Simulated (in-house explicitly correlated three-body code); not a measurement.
# Two electrons around a charge of +46.858: exact states and exact Kohn–Sham parts

An exercise on one series of results from a longer session: the logs are not shown, and one member is left open.

Method: two electrons, non-relativistic, variational in exponentially correlated functions. Code: in-house explicitly correlated three-body code version 1.

### The system

- charge of the centre: +46.858
- mass of the centre: infinite
- interactions: Coulomb
- basis: 260 functions exp(−a r1 − b r2 − g r12) a state, exponent ranges optimised
- units: hartree and bohr; relativity and QED are left out

The first run:

Settings:

```ini
Z = 46.858
interaction_strength = 1.0
functions = 260
states_tried = 13
```

Launch:

```
$ python run_hyl.py task.json out
```

Among the steps run: The variational calculation.

One table of the session follows, with a row left open; its other results are not shown here.

It belongs to the step «Levels». 

```
state  binding (eV)  excitation (eV)  ⟨r12⟩ (bohr)
 1 ¹S       29081.0                0       0.04716
 2 ³S       7230.08          21850.9        0.1351
 2 ³P       7182.59          21898.4        0.1165
 2 ¹S       7175.93          21905.1        0.1341
 2 ¹P       7141.32          21939.7        0.1116
 3 ³S       3200.68          25880.3        0.2948
 3 ³P       3187.45          25893.6        0.2747
 3 ¹S       3186.42          25894.6        0.2956
 3 ¹P             ?                ?             ?
 4 ³S       1797.18          27283.8        0.5221
 4 ³P       1791.72          27289.3        0.5021
 4 ¹S       1791.40          27289.6        0.5236
 4 ¹P       1787.21          27293.8        0.5029
```

Q: Estimate the row for 3 ¹P from the others.

**Answer.** binding (eV): 3176.41; excitation (eV): 25904.6; ⟨r12⟩ (bohr): 0.2745. In the column «binding (eV)» it lies between 4 ³S (1797.18) and 3 ¹S (3186.42).
